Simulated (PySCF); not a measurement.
# NaSn+: from the state search to spectroscopic constants

One table from this session's results is given with a row withheld; the runs are named, their logs left out.

Computed with PySCF 2.14.0. Level: Na x2c-SVPall, Sn x2c-SVPall, spin-free X2C with a Gaussian nucleus.

Set-up of the first run:

A driver script around PySCF takes these settings:

* atoms: Na, Sn
* charge: 1
* basis: Na x2c-SVPall, Sn x2c-SVPall
* Hamiltonian: spin-free X2C with a Gaussian nucleus
* basis functions: 51
* electrons treated: 60
* masses in u: 22.9898, 119.9022
* levels: PBE0, PBE, r²SCAN, TPSS, PW91, MN15, HF, MP2, SCS-MP2, CCSD, CCSD(T)
* grid: 80 radial by 434 angular points
* occupations: held fixed by the projection of orbital angular momentum
* dissociation limit: Na+ + Sn, each in its ground configuration
* starting distance in angstrom: 3.025
* values of 2S to try: 0, 2

Run with:

```console
$ OMP_NUM_THREADS=1 python dia.py task.json out
```

Steps of the session up to this table: The job; First curve: PBE0; Higher solutions at PBE0; PBE (GGA); r²SCAN; TPSS (meta-GGA); PW91 (GGA); MN15; UHF; MP2 and coupled cluster.

One of the session's tables, all rows but one given; the rest of the session is left out.

Energy (eV) from each level's lowest point:

| R (Å) | UHF | UHF-MP2 | UHF-SCS-MP2 | UHF-CCSD | UHF-CCSD(T) |
| --- | --- | --- | --- | --- | --- |
| 2.918 | 0.199 | 0.188 | 0.191 | n/a | n/a |
| 3.054 | 0.100 | 0.091 | 0.093 | 0.093 | 0.092 |
| 3.189 | 0.040 | 0.034 | 0.035 | 0.035 | 0.035 |
| 3.291 | 0.015 | 0.011 | 0.012 | 0.012 | 0.011 |
| 3.393 | 0.003 | 0.000 | 0.001 | 0.001 | 0.001 |
| 3.495 | 0.000 | 0.000 | 0.000 | 0.000 | 0.000 |
| 3.631 | 0.008 | 0.011 | 0.010 | 0.011 | 0.011 |
| 3.800 | ? | ? | ? | ? | ? |
| 4.004 | 0.070 | 0.080 | 0.078 | 0.079 | 0.081 |
| 4.275 | 0.132 | 0.145 | 0.143 | n/a | n/a |

Q: Estimate the row for R (Å) = 3.800 from the others.

Worked estimate for «UHF». A straight line through the neighbours (3.631, 0.008) and (4.004, 0.070) gives 0.008 + (0.070 − 0.008) × (3.800 − 3.631) / (4.004 − 3.631) = 0.036; a parabola fitted to 4 rows on both sides gives 0.032.

The run gave: UHF: 0.031; UHF-MP2: 0.037; UHF-SCS-MP2: 0.036; UHF-CCSD: 0.037; UHF-CCSD(T): 0.037. In «UHF» the line misses by +0.005 and the parabola by +0.001.
